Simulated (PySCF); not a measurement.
# MoCl₄: ligand-field states, part 2 of 2

PySCF 2.14.0. Atoms count from 0. Earlier steps stand in the parts before.

### Step 6. Ligand-field states: state-averaged CASSCF (angle to the S4 axis at 65°)

Job settings and geometry (Å):

```
{"job": {"kind": "lf", "basis": {"metal": "x2c-TZVPall", "ligand": "x2c-SVPall"}, "nevpt": true, "reuse": true}, "charge": 0, "metal": "Mo", "open_shell": "d2"}
Mo     0.000000     0.000000     0.000000
Cl     1.435518     1.435518     0.946665
Cl    -1.435518    -1.435518     0.946665
Cl    -1.435518     1.435518    -0.946665
Cl     1.435518    -1.435518    -0.946665
```

With the program's defaults for keys left out, this is: state-averaged CASSCF of the metal d shell, SC-NEVPT2 on the averaged canonical orbitals, state-interaction spin-orbit coupling.

The program printed:

```text
basis functions 135, electrons 110, active (2e, 5o)
start from the orbitals of the previous structure
stage 1: DIIS on the effective Fock matrix, level shift 0.30
cycle   1  E = -5888.5082216406  dE = -5.889e+03  max|g| = 2.315e+00
cycle   2  E = -5889.2123930006  dE = -7.042e-01  max|g| = 2.226e-01
cycle   3  E = -5889.2832298119  dE = -7.084e-02  max|g| = 1.018e-01
cycle   4  E = -5889.2936278978  dE = -1.040e-02  max|g| = 4.805e-02
cycle   5  E = -5889.2970423209  dE = -3.414e-03  max|g| = 2.191e-02
cycle   6  E = -5889.2977424331  dE = -7.001e-04  max|g| = 9.833e-03
cycle   7  E = -5889.2979044496  dE = -1.620e-04  max|g| = 5.515e-03
cycle   8  E = -5889.2979613415  dE = -5.689e-05  max|g| = 2.508e-03
cycle   9  E = -5889.2979737075  dE = -1.237e-05  max|g| = 1.381e-03
cycle  10  E = -5889.2979765998  dE = -2.892e-06  max|g| = 7.568e-04
cycle  11  E = -5889.2979776116  dE = -1.012e-06  max|g| = 5.138e-04
cycle  12  E = -5889.2979780218  dE = -4.103e-07  max|g| = 3.453e-04
cycle  13  E = -5889.2979781550  dE = -1.332e-07  max|g| = 2.468e-04
cycle  14  E = -5889.2979782083  dE = -5.326e-08  max|g| = 1.838e-04
cycle  15  E = -5889.2979782346  dE = -2.632e-08  max|g| = 1.352e-04
cycle  16  E = -5889.2979782471  dE = -1.246e-08  max|g| = 1.030e-04
cycle  17  E = -5889.2979782541  dE = -7.031e-09  max|g| = 7.664e-05
cycle  18  E = -5889.2979782576  dE = -3.540e-09  max|g| = 5.977e-05
cycle  19  E = -5889.2979782595  dE = -1.860e-09  max|g| = 4.944e-05
cycle  20  E = -5889.2979782607  dE = -1.166e-09  max|g| = 4.085e-05
cycle  21  E = -5889.2979782614  dE = -7.194e-10  max|g| = 3.466e-05
cycle  22  E = -5889.2979782618  dE = -4.538e-10  max|g| = 3.007e-05
cycle  23  E = -5889.2979782622  dE = -3.593e-10  max|g| = 2.567e-05
cycle  24  E = -5889.2979782624  dE = -2.228e-10  max|g| = 2.263e-05
cycle  25  E = -5889.2979782626  dE = -1.828e-10  max|g| = 1.951e-05
cycle  26  E = -5889.2979782628  dE = -1.501e-10  max|g| = 1.662e-05
cycle  27  E = -5889.2979782629  dE = -1.110e-10  max|g| = 1.369e-05
cycle  28  E = -5889.2979782630  dE = -8.731e-11  max|g| = 1.144e-05
cycle  29  E = -5889.2979782630  dE = -5.639e-11  max|g| = 9.452e-06
converged average energy = -5889.2979782630

 mult deg   label        CASSCF/cm-1   NEVPT2/cm-1
   3   1   3B1                 0.0           0.0
   1   1   1A1              8923.0        6526.6
   1   1   1B1              8091.1        6936.4
   3   2   3E               7231.2        7880.6
   3   2   3E              12481.6       12199.9
   1   2   1E              15703.2       14364.7
   1   1   1A1             16932.7       15385.4
   3   1   3A2             14578.3       16258.3
   1   2   1E              18817.5       18063.9
   3   1   3B2             18348.6       19188.9
   1   1   1B1             22189.6       21964.9
   1   1   1B2             22765.9       22599.8
   1   1   1B2             28404.1       27039.1
   3   1   3A2             29652.3       28226.7
   1   1   1A1             31992.3       29496.3
   3   2   3E              29992.6       30456.3
   1   1   1A2             32957.8       31697.7
   1   2   1E              37569.7       36426.8
   1   1   1A1             54986.7       51271.3

spin-orbit levels / cm-1
      0.00  x1  3B1 0.99
     18.21  x2  3B1 0.99
   6108.96  x1  1A1 0.77 3E 0.23
   6818.06  x1  1B1 0.96 3E 0.04
   7883.68  x1  3E 1.00
   7972.15  x2  3E 0.99
   8058.08  x1  3E 1.00
   8103.28  x1  3E 0.98
   8277.57  x1  3E 0.76 1A1 0.23
  12085.22  x1  3E 1.00
  12218.37  x1  3E 0.96 1B1 0.04
  12293.37  x2  3E 1.00
  12458.93  x1  3E 0.98
  12526.48  x1  3E 1.00
  14331.01  x2  1E 0.93 3A2 0.07
  15414.24  x1  1A1 0.92 3A2 0.07
  16532.99  x2  3A2 0.91 1E 0.07
  16535.16  x1  3A2 0.92 1A1 0.07
  18182.30  x2  1E 0.98
  19286.25  x1  3B2 0.99
  19291.00  x2  3B2 0.99
  22132.40  x1  1B1 0.99
  22706.18  x1  1B2 0.99
  27083.96  x1  1B2 0.98
  28238.72  x1  3A2 0.95 3E 0.04
  28287.90  x2  3A2 0.98
  29631.94  x1  1A1 0.94 3E 0.04
  30480.35  x1  3E 0.90 1A2 0.10
  30586.52  x1  3E 1.00
  30655.08  x2  3E 0.98
```

It took 8.7 s on 1 thread of Arm Neoverse V2, shared host; peak memory 0.35 GiB.

Warnings kept with the result: strongly covalent, metal-shell active space is small for this complex.

From this job:

```
             quantity     value
spin-orbit constant ζ  556 cm⁻¹
```

Powder susceptibility:

```
T (K)  χT (cm³ K/mol)  μ(eff)
    2           0.122    0.99
   20           0.739    2.43
  100           0.839    2.59
  300           0.863    2.63
```

### Step 7. Ligand-field states: state-averaged CASSCF (angle to the S4 axis at 72°)

Job settings and geometry (Å):

```
{"job": {"kind": "lf", "basis": {"metal": "x2c-TZVPall", "ligand": "x2c-SVPall"}, "nevpt": true, "reuse": true}, "charge": 0, "metal": "Mo", "open_shell": "d2"}
Mo     0.000000     0.000000     0.000000
Cl     1.506397     1.506397     0.692198
Cl    -1.506397    -1.506397     0.692198
Cl    -1.506397     1.506397    -0.692198
Cl     1.506397    -1.506397    -0.692198
```

Level: state-averaged CASSCF of the metal d shell, SC-NEVPT2 on the averaged canonical orbitals, state-interaction spin-orbit coupling.

The program printed:

```text
basis functions 135, electrons 110, active (2e, 5o)
start from the orbitals of the previous structure
stage 1: DIIS on the effective Fock matrix, level shift 0.30
cycle   1  E = -5887.7536577116  dE = -5.888e+03  max|g| = 4.280e+00
cycle   2  E = -5889.1124826268  dE = -1.359e+00  max|g| = 3.393e-01
cycle   3  E = -5889.2441958560  dE = -1.317e-01  max|g| = 1.556e-01
cycle   4  E = -5889.2607892881  dE = -1.659e-02  max|g| = 8.946e-02
cycle   5  E = -5889.2694232214  dE = -8.634e-03  max|g| = 3.880e-02
cycle   6  E = -5889.2720492511  dE = -2.626e-03  max|g| = 1.302e-02
cycle   7  E = -5889.2724017954  dE = -3.525e-04  max|g| = 9.286e-03
cycle   8  E = -5889.2725529077  dE = -1.511e-04  max|g| = 4.265e-03
cycle   9  E = -5889.2725906583  dE = -3.775e-05  max|g| = 2.656e-03
cycle  10  E = -5889.2725992040  dE = -8.546e-06  max|g| = 1.467e-03
...
cycle  30  E = -5889.2726050840  dE = -1.920e-09  max|g| = 5.657e-05
cycle  31  E = -5889.2726050857  dE = -1.667e-09  max|g| = 4.802e-05
cycle  32  E = -5889.2726050870  dE = -1.347e-09  max|g| = 3.808e-05
cycle  33  E = -5889.2726050879  dE = -8.422e-10  max|g| = 3.164e-05
cycle  34  E = -5889.2726050884  dE = -5.311e-10  max|g| = 2.690e-05
cycle  35  E = -5889.2726050888  dE = -4.593e-10  max|g| = 2.329e-05
cycle  36  E = -5889.2726050891  dE = -2.674e-10  max|g| = 2.092e-05
cycle  37  E = -5889.2726050894  dE = -2.619e-10  max|g| = 1.678e-05
cycle  38  E = -5889.2726050895  dE = -1.564e-10  max|g| = 1.389e-05
cycle  39  E = -5889.2726050896  dE = -9.186e-11  max|g| = 1.133e-05
cycle  40  E = -5889.2726050897  dE = -6.276e-11  max|g| = 9.446e-06
converged average energy = -5889.2726050897

 mult deg   label        CASSCF/cm-1   NEVPT2/cm-1
   3   1   3B1                 0.0           0.0
   1   1   1A1              7101.1        3835.5
   3   2   3E               3855.7        4289.1
   1   1   1B1              7204.7        6420.5
   1   2   1E              12026.2       10639.4
   3   2   3E              10722.0       11242.7
   3   1   3A2              9438.3       11772.8
   1   1   1A1             17424.0       17207.2
   1   2   1E              17658.5       17652.1
   1   1   1B1             17467.3       17845.7
   1   1   1B2             18430.7       18922.1
   3   1   3B2             23775.6       24685.5
   1   1   1A1             30293.2       27478.6
   1   1   1B2             32535.1       31489.0
   3   2   3E              34189.7       35538.1
   3   1   3A2             37765.4       37090.3
   1   1   1A2             41367.9       40662.1
   1   2   1E              41540.4       41236.1
   1   1   1A1             67947.0       65023.1

spin-orbit levels / cm-1
      0.00  x1  3B1 0.97
     41.65  x2  3B1 0.98
   3168.85  x1  1A1 0.54 3E 0.45
   4272.88  x1  3E 1.00
   4448.76  x2  3E 0.98
   4567.12  x1  3E 0.98
   4686.71  x1  3E 0.97
   4957.54  x1  3E 0.53 1A1 0.46
   6353.98  x1  1B1 0.94 3E 0.05
  10576.06  x2  1E 0.84 3A2 0.14
  11142.84  x1  3E 1.00
  11319.61  x1  3E 0.95 1B1 0.05
  11410.70  x2  3E 0.98
  11565.98  x1  3E 0.93 3A2 0.06
  11656.23  x1  3E 1.00
  12048.87  x1  3A2 0.92 3E 0.06
  12190.52  x2  3A2 0.85 1E 0.13
  17376.07  x1  1A1 0.99
  17822.07  x2  1E 0.99
  18051.09  x1  1B1 0.99
  19125.47  x1  1B2 1.00
  24823.61  x2  3B2 1.00
  24824.83  x1  3B2 0.99
  27689.81  x1  1A1 0.99
  31538.12  x1  1B2 0.97
  35638.59  x1  3E 1.00
  35668.20  x2  3E 0.95 3A2 0.04
  35697.57  x1  3E 0.91 3A2 0.08
  35721.45  x1  3E 0.97
  35788.39  x1  3E 0.99
```

It took 11 s on 1 thread of Arm Neoverse V2, shared host; peak memory 0.35 GiB.

Warnings kept with the result: strongly covalent, metal-shell active space is small for this complex.

Key values:

```
             quantity     value
spin-orbit constant ζ  570 cm⁻¹
```

Powder susceptibility:

```
T (K)  χT (cm³ K/mol)  μ(eff)
    2           0.045    0.60
   20           0.434    1.86
  100           0.739    2.43
  300           0.793    2.52
```

### Step 8. Ligand-field states: state-averaged CASSCF (angle to the S4 axis at 80°)

Job settings and geometry (Å):

```
{"job": {"kind": "lf", "basis": {"metal": "x2c-TZVPall", "ligand": "x2c-SVPall"}, "nevpt": true, "reuse": true}, "charge": 0, "metal": "Mo", "open_shell": "d2"}
Mo     0.000000     0.000000     0.000000
Cl     1.559856     1.559856     0.388972
Cl    -1.559856    -1.559856     0.388972
Cl    -1.559856     1.559856    -0.388972
Cl     1.559856    -1.559856    -0.388972
```

With the program's defaults for keys left out, this is: state-averaged CASSCF of the metal d shell, SC-NEVPT2 on the averaged canonical orbitals, state-interaction spin-orbit coupling.

The program printed:

```text
basis functions 135, electrons 110, active (2e, 5o)
start from the orbitals of the previous structure
stage 1: DIIS on the effective Fock matrix, level shift 0.30
cycle   1  E = -5887.1392259241  dE = -5.887e+03  max|g| = 7.171e+00
cycle   2  E = -5889.0250517028  dE = -1.886e+00  max|g| = 4.698e-01
cycle   3  E = -5889.1989953791  dE = -1.739e-01  max|g| = 2.110e-01
cycle   4  E = -5889.2183454848  dE = -1.935e-02  max|g| = 1.256e-01
cycle   5  E = -5889.2318627871  dE = -1.352e-02  max|g| = 6.080e-02
cycle   6  E = -5889.2369450346  dE = -5.082e-03  max|g| = 1.790e-02
cycle   7  E = -5889.2375416812  dE = -5.966e-04  max|g| = 1.103e-02
cycle   8  E = -5889.2377911129  dE = -2.494e-04  max|g| = 6.578e-03
cycle   9  E = -5889.2378627792  dE = -7.167e-05  max|g| = 4.145e-03
cycle  10  E = -5889.2378815809  dE = -1.880e-05  max|g| = 2.348e-03
...
cycle  34  E = -5889.2378960641  dE = -3.520e-09  max|g| = 1.124e-04
cycle  35  E = -5889.2378960704  dE = -6.254e-09  max|g| = 1.047e-04
cycle  36  E = -5889.2378960777  dE = -7.257e-09  max|g| = 8.871e-05
cycle  37  E = -5889.2378960831  dE = -5.450e-09  max|g| = 7.575e-05
cycle  38  E = -5889.2378960861  dE = -3.010e-09  max|g| = 6.219e-05
cycle  39  E = -5889.2378960881  dE = -1.938e-09  max|g| = 5.854e-05
cycle  40  E = -5889.2378960895  dE = -1.398e-09  max|g| = 5.456e-05
stage 2: quasi-Newton rotations from the point of smallest gradient
cycle  42  E = -5889.2378960939  dE = -4.443e-09  max|g| = 3.721e-05
cycle  43  E = -5889.2378960958  dE = -1.934e-09  max|g| = 1.549e-05
cycle  44  E = -5889.2378960962  dE = -3.656e-10  max|g| = 4.361e-06
converged average energy = -5889.2378960962

 mult deg   label        CASSCF/cm-1   NEVPT2/cm-1
   3   1   3B1                 0.0           0.0
   3   2   3E                410.8         653.9
   1   1   1A1              4934.5         772.4
   1   1   1B1              6266.3        6113.5
   1   2   1E               8532.6        7128.8
   3   1   3A2              4608.5        7897.5
   3   2   3E               9590.0       11249.7
   1   1   1B1             13662.3       14566.6
   1   1   1B2             13953.5       15422.4
   1   2   1E              16867.0       17891.7
   1   1   1A1             17232.5       18075.8
   1   1   1A1             29992.0       27734.6
   3   1   3B2             29522.1       30719.5
   1   1   1B2             37568.9       36937.9
   3   2   3E              39247.6       41909.9
   1   2   1E              46237.3       47342.0
   3   1   3A2             46916.6       47380.8
   1   1   1A2             50641.8       50978.4
   1   1   1A1             83071.5       81349.4

spin-orbit levels / cm-1
      0.00  x1  3B1 0.76 3E 0.24
     78.61  x1  3E 0.63 1A1 0.36
    111.81  x2  3B1 0.77 3E 0.23
    846.21  x1  3E 1.00
   1281.18  x1  3E 0.99
   1295.49  x2  3E 0.77 3B1 0.22
   1687.66  x1  3E 0.76 3B1 0.24
   1834.26  x1  1A1 0.64 3E 0.35
   6342.54  x1  1B1 0.95 3E 0.05
   7304.63  x2  1E 0.78 3A2 0.21
   8411.72  x1  3A2 0.98
   8656.76  x2  3A2 0.78 1E 0.21
  11371.78  x1  3E 0.99
  11568.91  x1  3E 0.95 1B1 0.05
  11696.66  x2  3E 0.99
  11951.18  x1  3E 0.99
  11997.87  x1  3E 1.00
  15040.88  x1  1B1 0.99
  15922.07  x1  1B2 0.99
  18347.88  x2  1E 1.00
  18546.12  x1  1A1 1.00
  28224.99  x1  1A1 0.99
  31134.89  x1  3B2 0.99
  31136.77  x2  3B2 1.00
  37281.15  x1  1B2 0.98
  42205.26  x1  3E 1.00
  42271.66  x1  3E 0.98
  42357.17  x2  3E 0.99
  42522.77  x1  3E 0.99
  42538.60  x1  3E 1.00
```

Wall time 11 s (1 thread of Arm Neoverse V2, shared host); peak memory 0.35 GiB.

Warnings kept with the result: strongly covalent, metal-shell active space is small for this complex; spin Hamiltonian not valid, low-lying orbital states.

In short:

```
             quantity     value
spin-orbit constant ζ  597 cm⁻¹
```

Powder susceptibility:

```
T (K)  χT (cm³ K/mol)  μ(eff)
    2           0.006    0.22
   20           0.061    0.70
  100           0.234    1.37
  300           0.391    1.77
```

### Step 9. Ligand-field states: state-averaged CASSCF (angle to the S4 axis at 90°)

Job settings and geometry (Å):

```
{"job": {"kind": "lf", "basis": {"metal": "x2c-TZVPall", "ligand": "x2c-SVPall"}, "nevpt": true, "reuse": true}, "charge": 0, "metal": "Mo", "open_shell": "d2"}
Mo     0.000000     0.000000     0.000000
Cl     1.583919     1.583919     0.000000
Cl    -1.583919    -1.583919     0.000000
Cl    -1.583919     1.583919     0.000000
Cl     1.583919    -1.583919     0.000000
```

Level: state-averaged CASSCF of the metal d shell, SC-NEVPT2 on the averaged canonical orbitals, state-interaction spin-orbit coupling.

The program printed:

```text
basis functions 135, electrons 110, active (2e, 5o)
start from the orbitals of the previous structure
stage 1: DIIS on the effective Fock matrix, level shift 0.30
cycle   1  E = -5885.7809968907  dE = -5.886e+03  max|g| = 1.149e+01
cycle   2  E = -5888.8708204556  dE = -3.090e+00  max|g| = 7.391e-01
cycle   3  E = -5889.1500059758  dE = -2.792e-01  max|g| = 2.878e-01
cycle   4  E = -5889.1842382915  dE = -3.423e-02  max|g| = 1.467e-01
cycle   5  E = -5889.2048380785  dE = -2.060e-02  max|g| = 6.884e-02
cycle   6  E = -5889.2120182756  dE = -7.180e-03  max|g| = 2.642e-02
cycle   7  E = -5889.2131681273  dE = -1.150e-03  max|g| = 1.514e-02
cycle   8  E = -5889.2136817796  dE = -5.137e-04  max|g| = 9.721e-03
cycle   9  E = -5889.2138501101  dE = -1.683e-04  max|g| = 6.176e-03
cycle  10  E = -5889.2139064423  dE = -5.633e-05  max|g| = 3.563e-03
...
cycle  35  E = -5889.2139602064  dE = -1.980e-08  max|g| = 1.621e-04
cycle  36  E = -5889.2139602157  dE = -9.291e-09  max|g| = 1.421e-04
cycle  37  E = -5889.2139602197  dE = -3.938e-09  max|g| = 1.482e-04
cycle  38  E = -5889.2139602167  dE =  2.985e-09  max|g| = 1.702e-04
cycle  39  E = -5889.2139602097  dE =  6.939e-09  max|g| = 1.944e-04
cycle  40  E = -5889.2139601996  dE =  1.020e-08  max|g| = 2.231e-04
stage 2: quasi-Newton rotations from the point of smallest gradient
cycle  42  E = -5889.2139602409  dE = -2.518e-08  max|g| = 6.863e-05
cycle  43  E = -5889.2139602483  dE = -7.399e-09  max|g| = 3.414e-05
cycle  44  E = -5889.2139602492  dE = -9.104e-10  max|g| = 2.224e-05
cycle  45  E = -5889.2139602497  dE = -4.538e-10  max|g| = 2.286e-06
converged average energy = -5889.2139602497

 mult deg   label        CASSCF/cm-1   NEVPT2/cm-1
   3   2   3Eg                 0.0           0.0
   1   1   1A1g             5219.3         207.4
   3   1   3B2g             1525.6        1333.1
   1   2   1Eg              8080.2        6545.1
   1   1   1B2g             7223.4        7494.0
   3   1   3A2g             3680.4        7608.6
   3   2   3Eg             10875.2       13256.0
   1   1   1B2g            13549.6       14558.8
   1   1   1B1g            13231.9       15317.2
   1   1   1A1g            18396.4       19576.2
   1   2   1Eg             18290.1       19966.9
   1   1   1A1g            32379.0       30761.7
   3   1   3B1g            34521.8       35977.2
   1   1   1B1g            41927.3       41683.7
   3   2   3Eg             44313.6       48029.6
   1   2   1Eg             51068.1       53352.4
   3   1   3A2g            54506.2       55914.5
   1   1   1A2g            58332.3       59586.2
   1   1   1A1g            94729.8       94317.4

spin-orbit levels / cm-1
      0.00  x1  3Eg 0.67 1A1g 0.32
    697.46  x1  3Eg 1.00
    775.07  x2  3Eg 0.90 3B2g 0.09
    888.04  x1  3Eg 0.80 3B2g 0.20
   1233.73  x1  3Eg 0.99
   1758.99  x1  1A1g 0.68 3Eg 0.31
   2415.57  x2  3B2g 0.90 3Eg 0.09
   2645.59  x1  3B2g 0.80 3Eg 0.20
   7338.65  x1  1Eg 0.84 3A2g 0.16
   7338.66  x1  1Eg 0.84 3A2g 0.16
   8305.66  x1  1B2g 0.96 3Eg 0.04
   8670.97  x1  3A2g 0.98
   8874.75  x2  3A2g 0.83 1Eg 0.16
  13865.52  x1  3Eg 0.98
  14076.93  x1  3Eg 0.95 1B2g 0.04
  14255.77  x2  3Eg 1.00
  14555.27  x1  3Eg 0.99
  14604.61  x1  3Eg 1.00
  15578.34  x1  1B2g 0.98
  16397.94  x1  1B1g 0.98
  20621.18  x1  1A1g 1.00
  20983.11  x1  1Eg 1.00
  20983.12  x1  1Eg 1.00
  31801.29  x1  1A1g 1.00
  36951.20  x1  3B1g 1.00
  36953.14  x2  3B1g 1.00
  42604.50  x1  1B1g 0.99
  48823.37  x1  3Eg 1.00
  48871.69  x1  3Eg 0.99
  49031.20  x1  3Eg 0.99
```

Run time: 11 s. Hardware: 1 thread of Arm Neoverse V2, shared host; peak memory 0.34 GiB.

Warnings kept with the result: strongly covalent, metal-shell active space is small for this complex.

In short:

```
             quantity     value
spin-orbit constant ζ  622 cm⁻¹
```

Powder susceptibility:

```
T (K)  χT (cm³ K/mol)  μ(eff)
    2           0.002    0.11
   20           0.015    0.35
  100           0.078    0.79
  300           0.257    1.43
```

### Step 10. The runs side by side

From the NEVPT2 states (cm⁻¹; the spread is that of the fitted one-electron ligand-field levels):

```
step                     setting  ground state   next state  orbital spread  Racah B    ζ  μ(eff), 300 K
   2                    as given           3A2   1E at 7834           10836      505  552           2.66
   3  angle to the S4 axis at 45           3B1  3B2 at 6143           16769      427  552           2.62
   4  angle to the S4 axis at 50           3B1  1A1 at 7218           13850      481  552           2.66
   5  angle to the S4 axis at 60           3B1  1B1 at 7369           16500      465  552           2.65
   6  angle to the S4 axis at 65           3B1  1A1 at 6527           22405      482  556           2.63
   7  angle to the S4 axis at 72           3B1  1A1 at 3836           31632      513  570           2.52
   8  angle to the S4 axis at 80           3B1    3E at 654           42011      540  597           1.77
   9  angle to the S4 axis at 90           3Eg  1A1g at 207           49049      560  622           1.43
```

### Step 11. Outcome

What follows sums up all 2 parts.

| quantity | value |
| --- | --- |
| spin-orbit constant ζ (step 2, state-averaged CASSCF) | 552 cm⁻¹ |
| ground multiplicity, μ(eff) at 300 K (step 2, 4 donors at 2.24 Å) | 3, 2.66 μB |
| ground multiplicity, μ(eff) at 300 K (step 3, 4 donors at 2.24 Å) | 3, 2.62 μB |
| ground multiplicity, μ(eff) at 300 K (step 4, 4 donors at 2.24 Å) | 3, 2.66 μB |
| ground multiplicity, μ(eff) at 300 K (step 5, 4 donors at 2.24 Å) | 3, 2.65 μB |
| ground multiplicity, μ(eff) at 300 K (step 6, 4 donors at 2.24 Å) | 3, 2.63 μB |
| ground multiplicity, μ(eff) at 300 K (step 7, 4 donors at 2.24 Å) | 3, 2.52 μB |
| ground multiplicity, μ(eff) at 300 K (step 8, 4 donors at 2.24 Å) | 3, 1.77 μB |
| ground multiplicity, μ(eff) at 300 K (step 9, 4 donors at 2.24 Å) | 3, 1.43 μB |

What this shows: In step 2, χT goes from 0.86 at 2 K to 0.89 cm³ K/mol at 300 K: nearly flat, so one level governs the whole range. In step 8 the ground spin is not settled: NEVPT2 puts multiplicity 3 lowest, 772 cm⁻¹ below multiplicity 1, within the method's error. In step 9 the ground spin is not settled: NEVPT2 puts multiplicity 3 lowest, 207 cm⁻¹ below multiplicity 1, within the method's error. The spread of the ligand-field levels runs from 10836 cm⁻¹ (as given) to 49049 cm⁻¹ (angle to the S4 axis at 90); μ(eff) at 300 K: 1.43 to 2.66 μB. The bonding is strongly covalent, and an active space of the metal's shell alone is small for it, so these values are rough.
